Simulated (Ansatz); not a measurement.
The system is WAu.

```
CELL_PARAMETERS angstrom
0.00000 2.90921 2.90921
2.90921 0.00000 2.90921
2.90921 2.90921 0.00000
ATOMIC_POSITIONS crystal
W 0.00000 0.00000 0.00000
Au 0.75000 0.75000 0.75000
```

The cell was built by a generator and needn't be a form met in nature.

Base run:

| Item | Value |
| --- | --- |
| Program | Ansatz 0.2.0 |
| Functional | LDA |
| Potentials or basis | Ansatz PAW |
| Cutoff | 420 eV (not typed: the program's choice for these potentials) |
| k mesh | 8 × 8 × 8 |
| Occupations | fermi-dirac, width 0.05 eV |
| Spin | no spin polarisation |

Its results: band gap on the k mesh none (metal or under the smearing width); pressure -7.6 GPa.

After a change of settings the same cell gave: band gap on the k mesh none (metal or under the smearing width); pressure 8.0 GPa. Which change was it?
A. hubbard terms from none to Au d U = 5 eV, W d U = 5 eV; hubbard projectors from none to ortho-atomic (the default)
B. hubbard terms from none to Au d U = 8 eV, W d U = 8 eV; hubbard projectors from none to ortho-atomic (the default)
C. functional from LDA to PBE; occupations from fermi-dirac, width 0.05 eV to gaussian, width 0.011 eV
D. functional from LDA to PBE

A.

Caveats: the PAW data sets come from PBE, with cores solved anew for the run's functional, which leaves a small shift of forces and pressure; U without spin polarisation on a metal has little footing (some runs); the U is typed as a test and isn't derived for this compound (some runs).
